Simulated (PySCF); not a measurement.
**Sn(OH)₂: structure of the singlet**

Where does singlet Sn(OH)₂ go from a BP86 minimum start, is the end point a minimum, and what are its modes, charges and moments?

The runs use PySCF 2.14.0; BP86, basis Sn def2-TZVP with ECP28, O def2-TZVP, H def2-TZVP, scalar-relativistic core potentials, no spin–orbit coupling, density fitting.

## (1) The starting structure

5 atoms, charge 0, spin multiplicity 1.

Bond lengths: Sn1–O2 2.014 Å, Sn1–O3 2.014 Å, O2–H4 0.974 Å, O3–H5 0.974 Å. Angles: O2–Sn1–O3 101.0°, Sn1–O2–H4 116.7°, Sn1–O3–H5 116.7°.

Coordinates in bohr (charge 0 multiplicity 1):
```
Sn    0.0000    0.0000   -0.5585
O     2.9372    0.0000    1.8628
O    -2.9372    0.0000    1.8628
H     2.5303    0.0000    3.6575
H    -2.5303    0.0000    3.6575
```

## (2) First SCF at the start

One driver script runs all steps and calls PySCF; scf.py shows how it sets up the SCF of each step. The optimiser is the driver's own. The state is first sought with PBE. After this first run the driver tries any further starts and a stability analysis.

File scf.py:

```python
from pyscf import gto, scf, dft
mol = gto.M(atom='''
Sn     0.000000    -0.000000    -0.295540
O      1.554280     0.000000     0.985760
O     -1.554280     0.000000     0.985760
H      1.339000    -0.000000     1.935490
H     -1.339000    -0.000000     1.935490''',
    basis={'Sn': 'def2-TZVP', 'O': 'def2-TZVP', 'H': 'def2-TZVP'},
    ecp={'Sn': 'def2-TZVP'},
    charge=0, spin=0)
mf = dft.RKS(mol, xc='PBE')
mf.grids.atom_grid = (50, 194)
aux = {'Sn': 'def2-universal-JKFIT', 'O': 'def2-universal-JKFIT', 'H': 'def2-universal-JKFIT'}
mf = mf.density_fit(auxbasis=aux)
mf.conv_tol = 1e-08
mf.diis_space = 10
mf.max_cycle = 60
mf.init_guess = 'minao'
mf.verbose = 4
mf.kernel()
```

Launch:

```
$ OMP_NUM_THREADS=4 python axn.py task.json out
```

After this run come: Relaxation: BP86 minimum start, singlet; Hessian and properties.

Before running it: what results should come out? Wanted: minimum; geometry; wavenumbers; dipole moment; highest occupied, lowest empty level; polar-tensor charge of Sn1; zero-point energy; atomisation energy.

As calculated:

| quantity | value |
| --- | --- |
| minimum | singlet, C2v |
| geometry | O–H 0.974 Å (×2), Sn–O 2.014 Å (×2); H–O–Sn 116.7° (×2), O–Sn–O 101.0° |
| wavenumbers (cm⁻¹) | 183 (a1), 291 (a2), 375 (b1), 542 (b2), 556 (a1), 605 (b2), 731 (a1), 3693 (a1), 3694 (b2) |
| dipole moment | 0.37 D |
| highest occupied, lowest empty level | -6.83, -2.82 eV |
| polar-tensor charge of Sn1 | +1.06 e |
| zero-point energy | 63.8 kJ/mol |
| entropy at 298.15 K | 296.8 J/(mol K) |
| atomisation energy (no zero-point energy) | 1745 kJ/mol |

In words: The BP86 minimum start keeps its C2v symmetry and ends in a minimum. The strongest infrared band lies at 375 cm⁻¹ (b1). Only this shape and spin were tried, so other structures or states may lie lower.
